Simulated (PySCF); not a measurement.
# C8H12: magnetic properties

What do calculations give for the magnetic properties of C8H12 (`C=C=C/C(C)=C\CC`)?

Programs: PySCF 2.14.0, with routines of our own; each step states its level. All values are computed. Atoms count from 0.

## 1. The starting structure

20 atoms, charge 0, multiplicity 1; geometry from: GFN2-xTB.

## 2. Magnetic properties: GIAO B97-2/pcSseg-1

The job: settings as JSON, then the geometry in Å.

```
{"job": {"kind": "mag", "xc": "B97-2", "basis": "pcSseg-1", "isotopologues": 2}, "charge": 0, "multiplicity": 1}
C     -3.167594     1.691863     0.249799
C     -1.995132     1.164990     0.390260
C     -0.807846     0.641204     0.529653
C     -0.369124    -0.579209    -0.135483
C     -1.396373    -1.253577    -0.998523
C      0.861518    -1.082227    -0.001632
C      1.995555    -0.502638     0.787556
C      2.836013     0.435850    -0.083160
H     -3.378882     2.420051    -0.518520
H     -3.990750     1.432253     0.897866
H     -0.096758     1.142382     1.172616
H     -0.993544    -2.153986    -1.455206
H     -2.269671    -1.519095    -0.403876
H     -1.727100    -0.576140    -1.785162
H      1.106417    -1.981584    -0.552657
H      1.630245     0.043493     1.658887
H      2.629439    -1.315624     1.149051
H      2.233550     1.275246    -0.423279
H      3.686030     0.820240     0.476401
H      3.208859    -0.092814    -0.957628
```

Method: GIAO B97-2/pcSseg-1 magnetisability, rotational g tensor and spin-rotation constants, non-relativistic, gas phase.

Run with:

```console
$ OMP_NUM_THREADS=1 python excited_run.py task.json out
```

One launch serves the whole session: the jobs run in the order shown.

Output:

```text
coarse grid: 16128 points
cycle   1  E = -311.7556673859  dE =  8.811e-01  |g| = 4.442e-01  |ddm| = 4.226e+00
cycle   2  E = -311.7546311487  dE =  1.036e-03  |g| = 4.615e-01  |ddm| = 8.841e-01
cycle   3  E = -311.8118106235  dE = -5.718e-02  |g| = 6.307e-02  |ddm| = 4.778e-01
cycle   4  E = -311.8125102170  dE = -6.996e-04  |g| = 3.936e-02  |ddm| = 1.125e-01
cycle   5  E = -311.8129271115  dE = -4.169e-04  |g| = 9.373e-03  |ddm| = 4.544e-02
cycle   6  E = -311.8129462273  dE = -1.912e-05  |g| = 2.927e-03  |ddm| = 9.042e-03
cycle   7  E = -311.8129481631  dE = -1.936e-06  |g| = 9.944e-04  |ddm| = 2.898e-03
final grid: 154128 points
cycle   8  E = -311.8509165529  dE = -6.678e-05  |g| = 3.021e-03  |ddm| = 6.450e-02
cycle   9  E = -311.8509132285  dE =  3.324e-06  |g| = 4.623e-03  |ddm| = 6.700e-03
cycle  10  E = -311.8509187944  dE = -5.566e-06  |g| = 7.151e-04  |ddm| = 4.713e-03
cycle  11  E = -311.8509189101  dE = -1.157e-07  |g| = 2.941e-04  |ddm| = 8.521e-04
cycle  12  E = -311.8509189292  dE = -1.912e-08  |g| = 9.153e-05  |ddm| = 2.999e-04
cycle  13  E = -311.8509189316  dE = -2.352e-09  |g| = 1.953e-05  |ddm| = 1.132e-04
cycle  14  E = -311.8509189317  dE = -9.732e-11  |g| = 5.420e-06  |ddm| = 2.545e-05
converged SCF energy = -311.8509189317

Magnetisability tensor (1e-30 J/T^2)
    -1251.55      -76.79       35.18
      -76.79    -1265.25       94.90
       35.18       94.90    -1329.46
isotropic -1282.09   principal values   -1429.17  -1249.10  -1167.99
isotropic susceptibility -77.209 1e-6 cm^3/mol

Inertial axes            a          b          c
rot. const./GHz      3.7065     1.0666     0.8955
chi total           -73.076    -74.094    -84.457
chi diamagnetic    -459.296  -1276.776  -1504.171
chi paramagnetic    386.219   1202.681   1419.714
quadrupole/D A        5.557     -1.344     -4.214
g nuclear            0.6425     0.5966     0.5972
g electronic        -0.6725    -0.6027    -0.5973
g total             -0.0300    -0.0061    -0.0001

Spin-rotation constants (kHz, H = +C I.J)
atom  isotope        aa         bb         cc
  8     1H       -0.275     -0.104      0.034
  9     1H       -0.077     -0.113     -0.006
 10     1H       -0.159      0.030     -0.085
 11     1H       -0.253     -0.003     -0.105
 12     1H       -0.149     -0.103     -0.041
 13     1H       -0.292     -0.107     -0.003
 14     1H       -0.236      0.061     -0.097
 15     1H       -0.287     -0.034     -0.059
 16     1H       -0.064     -0.098     -0.066
 17     1H       -0.137     -0.094     -0.068
 18     1H       -0.183     -0.046     -0.093
 19     1H       -0.314     -0.053     -0.058
  0    13C*       0.821      0.147      0.309
  1    13C*       1.701      0.458      0.416
  2    13C*       0.976      0.386      0.136
  3    13C*       1.235      0.504      0.134
  4    13C*       0.558      0.153      0.149
  5    13C*       1.212      0.482      0.168
  6    13C*       0.615      0.165      0.128
  7    13C*       0.525      0.156      0.124
* in the singly substituted isotopologue

Isotopologues: g along a, b, c
2H    at 8,9,10,11,12,1    -0.0233    -0.0052    -0.0000
13C   at 0                 -0.0300    -0.0059    -0.0001
```

Wall time 56 s (1 thread of Arm Neoverse N1, shared host); peak memory 0.97 GiB.

In short:

| quantity | value |
| --- | --- |
| magnetisability | -1282·10⁻³⁰ J/T² |
| molar susceptibility | -77.2·10⁻⁶ cm³/mol |
| rotational g (a, b, c) | -0.0300, -0.0061, -0.0001 |

## 3. Magnetic properties: GIAO KT2/3-21G in cyclohexane

The job, as its differences from that of step 2:

```diff
@@ -1,2 +1,2 @@
-{"job": {"kind": "mag", "xc": "B97-2", "basis": "pcSseg-1", "isotopologues": 2}, "charge": 0, "multiplicity": 1}
+{"job": {"kind": "mag", "xc": "KT2", "basis": "3-21G", "scf": {"conv": 1e-06}, "solvent": "cyclohexane"}, "charge": 0, "multiplicity": 1}
 C     -3.167594     1.691863     0.249799
```

Method: GIAO KT2/3-21G magnetisability, non-relativistic, IEF-PCM cyclohexane.

Output:

```text
final grid: 154128 points
cycle   1  E = -315.7322760747  dE =  6.000e-01  |g| = 4.931e-01  |ddm| = 4.396e+00
cycle   2  E = -315.6943870166  dE =  3.789e-02  |g| = 6.122e-01  |ddm| = 1.376e+00
cycle   3  E = -315.7932051240  dE = -9.882e-02  |g| = 1.519e-01  |ddm| = 8.506e-01
cycle   4  E = -315.8001388174  dE = -6.934e-03  |g| = 3.576e-02  |ddm| = 2.359e-01
cycle   5  E = -315.8004706246  dE = -3.318e-04  |g| = 1.232e-02  |ddm| = 5.017e-02
cycle   6  E = -315.8005070728  dE = -3.645e-05  |g| = 4.409e-03  |ddm| = 1.800e-02
cycle   7  E = -315.8005122670  dE = -5.194e-06  |g| = 1.098e-03  |ddm| = 6.610e-03
cycle   8  E = -315.8005126443  dE = -3.773e-07  |g| = 9.413e-05  |ddm| = 1.881e-03
converged SCF energy = -315.8005126443

Magnetisability tensor (1e-30 J/T^2)
    -1290.26      -88.66       28.43
      -88.66    -1318.47       77.80
       28.43       77.80    -1379.10
isotropic -1329.28   principal values   -1466.13  -1313.15  -1208.55
isotropic susceptibility -80.051 1e-6 cm^3/mol

Inertial axes            a          b          c
rot. const./GHz      3.7065     1.0666     0.8955
chi total           -75.112    -78.336    -86.705
chi diamagnetic    -457.722  -1274.447  -1501.250
chi paramagnetic    382.610   1196.111   1414.545
quadrupole/D A        6.748     -1.436     -5.312
```

It took 20 s on 1 thread of Arm Neoverse N1, shared host; peak memory 0.77 GiB.

Key values:

| quantity | value |
| --- | --- |
| magnetisability | -1329·10⁻³⁰ J/T² |
| molar susceptibility | -80.1·10⁻⁶ cm³/mol |

## 4. Results

| quantity | value |
| --- | --- |
| magnetisability (step 2, GIAO B97-2/pcSseg-1) | -1282·10⁻³⁰ J/T² |
| molar susceptibility (step 2, GIAO B97-2/pcSseg-1) | -77.2·10⁻⁶ cm³/mol |
| rotational g (a, b, c) (step 2, GIAO B97-2/pcSseg-1) | -0.0300, -0.0061, -0.0001 |

The values above hold for this geometry and these levels alone. Vibrational averaging and real surroundings are missing from these values.
